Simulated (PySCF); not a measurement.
# From one method to the next for K2

What do other methods print for K2?

Computed with PySCF 2.14.0. Level: each script names its method and basis.

2 further runs of the same task are left out: 2 that didn't finish.

### 1 The starting structure

K2: 2 atoms, charge 0, spin multiplicity 1.

No contacts short enough for the rule that draws bonds.

### 2 The run that the others are compared with

The input, input.py:

```python
from pyscf import gto, scf, cc

mol = gto.M(
    atom='K 0 0 0; K 0 0 4.473',
    basis='def2-svpd',
    charge=0,
    spin=0,
    verbose=4,
)
mf = scf.RHF(mol)
mf.kernel()
mycc = cc.CCSD(mf, frozen=10)
mycc.kernel()
e = mycc.eeccsd(nroots=5)[0]
print('roots (eV) =', (e*27.211386).round(3))
mf.dip_moment()
print('orbital energies (hartree):', mf.mo_energy[..., max(0, mol.nelec[1]-3):mol.nelec[0]+3].round(4))
```

Launch:

```bash
python input.py
```

The log of this run is left out.

Base result: E(SCF) = -1198.150386 Eh, 7 cycles, E(CCSD) − E(SCF) = -0.12490 Eh, μ = 0.00 D, excitation roots 0.503, 0.503, 1.128, 1.128, 1.128 eV.

The bond length is a typed value, not an optimised one.

### 3 Number of roots 15

Variant 1 changes number of roots: 5 → 15.

The input, input.py:

```python
from pyscf import gto, scf, cc

mol = gto.M(
    atom='K 0 0 0; K 0 0 4.473',
    basis='def2-svpd',
    charge=0,
    spin=0,
    verbose=4,
)
mf = scf.RHF(mol)
mf.kernel()
mycc = cc.CCSD(mf, frozen=10)
mycc.kernel()
e = mycc.eeccsd(nroots=15)[0]
print('roots (eV) =', (e*27.211386).round(3))
mf.dip_moment()
print('orbital energies (hartree):', mf.mo_energy[..., max(0, mol.nelec[1]-3):mol.nelec[0]+3].round(4))
```

Launch:

```bash
python input.py
```

### 4 TDA

Variant 2 changes step after the SCF: eomee → tda.

The input, input.py:

```python
from pyscf import gto, scf, tdscf

mol = gto.M(
    atom='K 0 0 0; K 0 0 4.473',
    basis='def2-svpd',
    charge=0,
    spin=0,
    verbose=4,
)
mf = scf.RHF(mol)
mf.kernel()
td = tdscf.TDA(mf)
td.nstates = 5
td.kernel()
td.analyze()
mf.dip_moment()
print('orbital energies (hartree):', mf.mo_energy[..., max(0, mol.nelec[1]-3):mol.nelec[0]+3].round(4))
```

### 5 CASSCF

Variant 3 changes step after the SCF: eomee → casscf; active space: none → 8 electrons in 6 orbitals.

The input, input.py:

```python
from pyscf import gto, scf, mcscf

mol = gto.M(
    atom='K 0 0 0; K 0 0 4.473',
    basis='def2-svpd',
    charge=0,
    spin=0,
    verbose=4,
)
mf = scf.RHF(mol)
mf.kernel()
mc = mcscf.CASSCF(mf, 6, 8)
mc.kernel()
mc.analyze()
mf.dip_moment()
print('orbital energies (hartree):', mf.mo_energy[..., max(0, mol.nelec[1]-3):mol.nelec[0]+3].round(4))
```

Q: Predict the outcome of this session. Wanted: for each run, E(SCF); from base; gap; after the SCF.

As calculated:

```
               run  E(SCF) (hartree)  from base (eV)  cycles  gap (eV)                                                after the SCF
              base      -1198.150386               0       7      3.35  CCSD correlation -3.399 eV, core frozen, first root 0.50 eV
number of roots 15      -1198.150386          0.0000       7      3.35  CCSD correlation -3.399 eV, core frozen, first root 0.50 eV
               TDA      -1198.150386          0.0000       7      3.35                                    lowest root found 1.44 eV
            CASSCF      -1198.150386          0.0000       7      3.35                                 CASSCF correlation -0.414 eV
```

**Reading.** Total energies from different bases, Hamiltonians or methods carry different errors, so properties are taken as differences within one set-up.
